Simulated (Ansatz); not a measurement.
Working through a rigid scan of one bond length of H4NSeSi, SMILES [NH][SiH2][SeH]

Program: Ansatz 0.2.0, Python API.

The cells in order, each with its output:

```python
import warnings

import ansatz as az
import numpy as np
```

```python
params = {
    'basis_set': 'def2-SVP',
    'functional': 'pbe',
}

GEOMETRY = '''
N    -1.07960    1.19380   -0.05720
Si   -0.47500   -0.48750    0.03030
Se    1.50950   -0.64140   -1.08270
H    -0.35820    1.79660    0.39780
H    -1.45490   -1.39320   -0.58760
H    -0.27740   -0.86480    1.43780
H     2.13550    0.39640   -0.13840
'''
```

```python
warnings.simplefilter('ignore', az.DeckWarning)
```

```python
geometry = az.Crystal.molecule()
for line in GEOMETRY.strip().splitlines():
    symbol, *xyz = line.split()
    geometry = geometry.atom(symbol, [float(v) for v in xyz])
```

```python
symbols = [site.symbol for site in geometry.cartesian_sites]
start = np.array([site.position_ang for site in geometry.cartesian_sites])
axis = (start[0] - start[1]) / np.linalg.norm(start[0] - start[1])
moving = [0, 3]
lengths, energies = [1.52, 1.65, 1.79, 1.97, 2.24, 2.68, 3.22, 3.94], []
for length in lengths:
    xyz = start.copy()
    xyz[moving] += (length - np.linalg.norm(start[0] - start[1])) * axis
    point = az.Crystal.molecule()
    for symbol, place in zip(symbols, xyz):
        point = point.atom(symbol, place.tolist())
    setup = (
        point.calculation()
        .basis(gaussian=params['basis_set'])
        .functional(params['functional'])
        .spin('collinear', total=1)
    )
    rep = setup.run().report
    energies.append(rep['free_energy_ev'])
    print(f'r = {length:6.3f} A  E = {energies[-1]:.5f} eV  <S^2> = {abs(rep["mean_field"]["state"]["spin_squared"]):.3f}')
```

    r =  1.520 A  E = -74752.81794 eV  <S^2> = 0.753
    r =  1.650 A  E = -74753.67849 eV  <S^2> = 0.753
    r =  1.790 A  E = -74753.87083 eV  <S^2> = 0.753
    r =  1.970 A  E = -74753.58283 eV  <S^2> = 0.753
    r =  2.240 A  E = -74752.76550 eV  <S^2> = 0.757
    r =  2.680 A  E = -74751.47646 eV  <S^2> = 0.815
    r =  3.220 A  E = -74750.58718 eV  <S^2> = 1.335
    r =  3.940 A  E = -74750.23375 eV  <S^2> = 1.661

```python
print('energy above the lowest point (eV):', [round(e - min(energies), 3) for e in energies])
```

    energy above the lowest point (eV): [1.053, 0.192, 0.0, 0.288, 1.105, 2.394, 3.284, 3.637]

Notes:
- Total energies depend on the basis set; only differences at equal settings carry meaning.
- The rest of the molecule is held rigid at a force-field or estimated start geometry, and the basis set is modest; single-reference methods fail as a bond breaks.
- The species is open-shell (spin multiplicity 2).
- The expectation value of S² is noticeably off S(S+1) in at least one run, so that state is spin-contaminated.
- Spin-orbit coupling of the heavy open-shell atom is left out.
- Run time: 38 s on 1 thread of Arm Neoverse V2, with other jobs on the host, peak memory 0.26 GiB.

(Lines on the test bed's own set-up are left out of the output.)
